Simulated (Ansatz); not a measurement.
A run of Ansatz 0.2.0 is set up as follows.

The input input.yaml:

```yaml
crystal:
  lattice:
    - [5.720201715, 0.0, 0.0]
    - [-1.906733905, 5.3930578966, 0.0]
    - [0.0, 0.0, 24.8861251426]
  atoms:
    - { symbol: Ta, position: [0.25, 0.25, 0.3214642679] }
    - { symbol: Ta, position: [0.25, 0.75, 0.3214642679] }
    - { symbol: Ta, position: [0.75, 0.25, 0.3214642679] }
    - { symbol: Ta, position: [0.75, 0.75, 0.3214642679] }
    - { symbol: Ta, position: [0.5, 0.5, 0.415302202] }
    - { symbol: Ta, position: [0.5, 0.0, 0.415302202] }
    - { symbol: Ta, position: [0.0, 0.5, 0.415302202] }
    - { symbol: Ta, position: [0.0, 0.0, 0.415302202] }
    - { symbol: Ta, position: [0.75, 0.75, 0.5091401361] }
    - { symbol: Ta, position: [0.75, 0.25, 0.5091401361] }
    - { symbol: Ta, position: [0.25, 0.75, 0.5091401361] }
    - { symbol: Ta, position: [0.25, 0.25, 0.5091401361] }
    - { symbol: C, position: [0.25, 0.25, 0.672970382] }
    - { symbol: "N", position: [0.25, 0.25, 0.6264745939] }
    - { symbol: H, position: [0.25, 0.25, 0.7155041229] }
hamiltonian:
  xc: pbe
  pseudopotentials: { kind: paw }
kpoints:
  mp_grid: { grid: [5, 5, 1] }
scf:
  occupations: { method: fermi_dirac, width: 0.05 }
output:
  forces: true
  eigenvalues: true
efield:
  axis: 3
  dipole_correction: true
  ramp_width: 0.04
```

Potentials or basis: Ansatz PAW.

Run with:

```console
$ ansatz run input.yaml --threads 4 --pin off --max-ram 11264MiB --backend cpu --events-out ev --progress --plain --runs-dir out
```

(1) Estimate the band gap on the k mesh.

(2) Estimate the work function of the lower face.

Results:

(1) none (metal or under the smearing width).

(2) 4.84 eV.
